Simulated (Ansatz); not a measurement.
# Germanium, bcc under PBEsol: from relaxation to bulk modulus

Aim: take germanium in the bcc structure, relax it, solve it on a dense k-mesh, then scale the cell to 7 volumes from 88 to 112 % of the relaxed one and try a fit of the equation of state. Spin polarisation is left out. The k-meshes are 13×13×13 for the relaxation; 22×22×22 for the dense run; 15×15×15 for the volumes.

This is Ge in the bcc structure; at room conditions it is diamond.

Computed with Ansatz 0.2.0 (DFT PBEsol, plane waves (420 eV) with PAW, scalar-relativistic; the PAW data stem from PBE, with regenerated cores, unless a step says otherwise).

### 1 The starting structure

The structure is cubic, space group Im-3m (No. 229). Conventional cell: a = 3.376 Å, b = 3.376 Å, c = 3.376 Å, α = 90.00°, β = 90.00°, γ = 90.00°. Around Ge (site symmetry m-3m) lie 8 Ge at 2.92 Å.

Coordinates:

```xyz
1
Lattice="-1.6880 1.6880 1.6880 1.6880 -1.6880 1.6880 1.6880 1.6880 -1.6880" Properties=species:S:1:pos:R:3 pbc="T T T"
Ge    0.0000    0.0000    0.0000
```

### 2 Relaxation of the cell

Input file input.yaml:

```yaml
crystal:
  lattice:
    - [-1.6879910177, 1.6879910177, 1.6879910177]
    - [1.6879910177, -1.6879910177, 1.6879910177]
    - [1.6879910177, 1.6879910177, -1.6879910177]
  atoms:
    - { symbol: Ge, position: [0.0, 0.0, 0.0] }
hamiltonian:
  xc: pbesol
  pseudopotentials:
    kind: paw
    azcp:
      Ge: "pseudopotentials/Ge.paw.azcp"
basis:
  ecutwfc: 420
  fft_grid_basis: typed
kpoints:
  mp_grid: { grid: [13, 13, 13], shift: [0, 0, 0] }
magnetization:
  spin_polarized: false
scf:
  occupations: { method: fermi_dirac, width: 0.1 }
relax:
  max_steps: 60
  f_tol: 0.01
  cell: {}
output:
  write_density: true
  write_potential: true
  elf: true
  volumetric_format: npy
```

After this run come: Single point on a dense mesh; Equation of state: 88 %; Equation of state: 92 %; Equation of state: 96 %; Equation of state: 100 %; Equation of state: 104 %; Equation of state: 108 %; Equation of state: 112 %.

Before running it: what results should come out? Wanted: space group; conventional cell; volume; shortest distance; gap on the mesh; relative to diamond; V₀, B₀, B₀′.

As calculated:

```
                      quantity                         value
space group (spins left aside)               Im-3m (No. 229)
             conventional cell                   a = 3.322 Å
                        volume                18.323 Å³/atom
             shortest distance                       2.877 Å
               gap on the mesh  none (levels filled in part)
           relative to diamond                 +273 meV/atom
                   V₀, B₀, B₀′   18.143 Å³/atom, 75 GPa, 5.1
```

What this shows: From the guessed start the volume shrank by 4.8 % in 5 steps. It lies 273 meV/atom above the element's reference form at the same level (diamond, from a run of its own), so it is far from stable. No gap shows: it is a metal or semimetal at this level. B₀ comes out at 75 GPa. Relaxation kept the symmetry; phonons were not checked.
